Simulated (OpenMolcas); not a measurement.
# Ru²⁺ among point charges: CASSCF levels and susceptibility

How does a field of 6 point charges split the states of Ru²⁺, and what χT follows?

Method: state-averaged CASSCF, spin-orbit coupling by RASSI with atomic mean-field integrals. Code: OpenMolcas 26.06.

1 further run of the same task is left out (it didn't finish).

### Step 1. The system

```
Species                           : Ru²⁺ (ruthenium, Z = 44, 42 electrons)
Basis                             : ANO-RCC-VDZP [6s5p3d1f], 43 functions
Scalar Hamiltonian                : DKH2, point nucleus
Inactive shells                   : 1s 2s 2p 3s 3p 3d 4s 4p
Active space                      : 6 electrons in 5 orbitals (4d)
Some configurations of this space : 4d6
Orbitals                          : optimised for each spin and parity, averaged over all roots
```

Outer shells as boxes (Hund's rule):

4d6
```
4d [↑↓][↑ ][↑ ][↑ ][↑ ]
```

The ion sits among 6 point charges of -1.7 e arranged as a trigonal antiprism (D3d), 1.84 Å from the ion, with a polar angle of 55.3° against the regular 54.74°. The active orbitals were held to one l.

Each step is its own input file, run in one work folder so that later steps find the files of earlier ones. Labels, J, g values, rates, χT and fits are worked out afterwards by a script from the matrices that RASSI stores. The input lists half of the charges; inversion (Group=XYZ) makes the rest.

### Step 2. One- and two-electron integrals

a.inp

```
&GATEWAY
Coord
1

Ru 0.0 0.0 0.0
Basis=ANO-RCC-VDZP
Group=XYZ
NoMove
AngMom=0.0 0.0 0.0
AMFI
XField
3 Angstrom 0
0.000000 1.512434 1.047924 -1.700000
1.309806 -0.756217 1.047924 -1.700000
1.309806 0.756217 -1.047924 -1.700000
&SEWARD
```

Launch:

```console
$ OMP_NUM_THREADS=1 MOLCAS_MEM=1689 MOLCAS_PROJECT=a pymolcas a.inp > a.log
```

### Step 3. Reference wave functions, quintets of even parity, 5 roots

a.inp

```
&RASSCF
FileOrb=start.orb
Symmetry=1
Spin=5
nActEl=6 0 0
Inactive=9 9
Ras2=5 0
CIRoot=5 5 1
SDav=5
CIMx=300
Iter=120 100
PrWF=0.3
OrbListing=Nothing
MaxOrb=0
SupSym
1
15 4 5 6 7 8 10 11 12 13 14 17 18 19 20 21
0
>>> COPY $Project.JobIph JOB001
```

start.orb holds the contracted functions of the basis, ordered by shell, or the orbitals of the step before.

### Step 4. Reference wave functions, triplets of even parity, 45 roots

a.inp

```
&RASSCF
FileOrb=start.orb
Symmetry=1
Spin=3
nActEl=6 0 0
Inactive=9 9
Ras2=5 0
CIRoot=45 45 1
SDav=45
CIMx=300
Iter=120 100
PrWF=0.3
OrbListing=Nothing
MaxOrb=0
SupSym
1
15 4 5 6 7 8 10 11 12 13 14 17 18 19 20 21
0
>>> COPY $Project.JobIph JOB002
```

### Step 5. CASSCF: singlets of even parity, 50 roots

a.inp

```
&RASSCF
FileOrb=start.orb
Symmetry=1
Spin=1
nActEl=6 0 0
Inactive=9 9
Ras2=5 0
CIRoot=50 50 1
SDav=50
CIMx=300
Iter=120 100
PrWF=0.3
OrbListing=Nothing
MaxOrb=0
SupSym
1
15 4 5 6 7 8 10 11 12 13 14 17 18 19 20 21
0
>>> COPY $Project.JobIph JOB003
```

### Step 6. RASSI: spin-orbit coupling between the states

a.inp

```
&RASSI
NrOfJobIphs=3 5 45 50
1 2 3 4 5
1 2 3 4 5 6 7 8 9 10 11 12 13 14 15 16 17 18 19 20 21 22 23 24 25 26 27
28 29 30 31 32 33 34 35 36 37 38 39 40 41 42 43 44 45
1 2 3 4 5 6 7 8 9 10 11 12 13 14 15 16 17 18 19 20 21 22 23 24 25 26 27
28 29 30 31 32 33 34 35 36 37 38 39 40 41 42 43 44 45 46 47 48 49 50
IphNames
JOB001
JOB002
JOB003
EJob
SpinOrbit
DIPRint=1.0
SOCoupling=1000.0
Subsets=2
Property=9
'ANGMOM' 1 'ANGMOM' 2 'ANGMOM' 3 'MLTPL  1' 1 'MLTPL  1' 2 'MLTPL  1' 3
'AMFI' 1 'AMFI' 2 'AMFI' 3
SOProperty=3
'ANGMOM' 1 'ANGMOM' 2 'ANGMOM' 3
```

**Question.** What will these runs give? Wanted: spin-free ground state; first state of the same spin within the active space; lowest level; next level.

**Answer**, as computed:

| quantity | value |
| --- | --- |
| method | CASSCF |
| spin-free ground state | 1A1, 1-fold in its orbital part |
| first state of the same spin within the active space | 1A2 at 12500 cm⁻¹ |
| lowest level | 1-fold A1 |
| next level | 1332.7 cm⁻¹ |
| χT at 300 K | 0.18 cm³ K/mol |
| effective moment at 300 K | 1.20 μB |

**Reading.** The spin-free ground state (1A1) comes to 53 % from free-ion G terms and has less than the highest spin computed. The field of point charges can differ much from that of real complexes. With metal d orbitals alone active, the gaps between spin states are rough; where two lie within a few thousand cm-1, their order is open. Point charges carry no covalency, so the field is a model and not that of real ligands.
